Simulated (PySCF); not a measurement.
# C6H9OP: the cost of one run

Programs: PySCF 2.14.0, with density-fitted response routines of our own. Each step states its level of theory. These are calculated values for one molecule, in the gas phase or a continuum, unless marked as measured. Atoms count from 0, in the outputs and in this text.

**1. The starting structure**

17 atoms, charge 0, multiplicity 1; geometry from: GFN2-xTB. The atoms were then displaced at random by about 0.01 Å, so the start is not that level's minimum.

Bonds of the start (Å): C0–C1 1.31, C1–P2 1.81, P2–O3 1.45, P2–C4 1.82, C4–C5 1.33, P2–C6 1.85, C6–C7 1.32, C0–H8 1.06, C0–H9 1.10, C1–H10 1.07, C4–H11 1.07, C5–H12 1.09, C5–H13 1.09, C6–H14 1.08, C7–H15 1.06, C7–H16 1.09.

**2. Optimising the geometry at PBE0-D3(BJ)/def2-TZVP**

What the job is given:

```
{"job": {"xc": "PBE0", "basis": "def2-TZVP", "d3": "d3bj", "grid": 2, "shake": 0.01, "kind": "geom"}, "charge": 0, "multiplicity": 1}
C     -1.692360    -2.054120     0.615590
C     -0.769890    -1.547700    -0.170930
P     -0.120080     0.108390     0.182060
O     -0.665570     0.779750     1.345460
C     -0.293540     0.990640    -1.395590
C     -0.936980     2.156080    -1.392500
C      1.702490    -0.169860     0.309990
C      2.343490     0.241200     1.389870
H     -2.160180    -2.994440     0.484940
H     -2.074960    -1.441370     1.450330
H     -0.371790    -2.086830    -1.004850
H      0.133760     0.553500    -2.269570
H     -1.117250     2.746720    -2.292140
H     -1.345500     2.546710    -0.459380
H      2.185750    -0.668520    -0.514450
H      3.388350     0.120710     1.548250
H      1.777740     0.730970     2.183120
```

The run is started by

```console
> OMP_NUM_THREADS=2 python probes_run.py task.json out
```

This one command runs all jobs of the session in turn.

Q: Estimate the wall time and peak memory of this first job on 2 threads of Intel Xeon at 2.70GHz, shared host.

About 7.5 min, with a peak of 2 GiB.
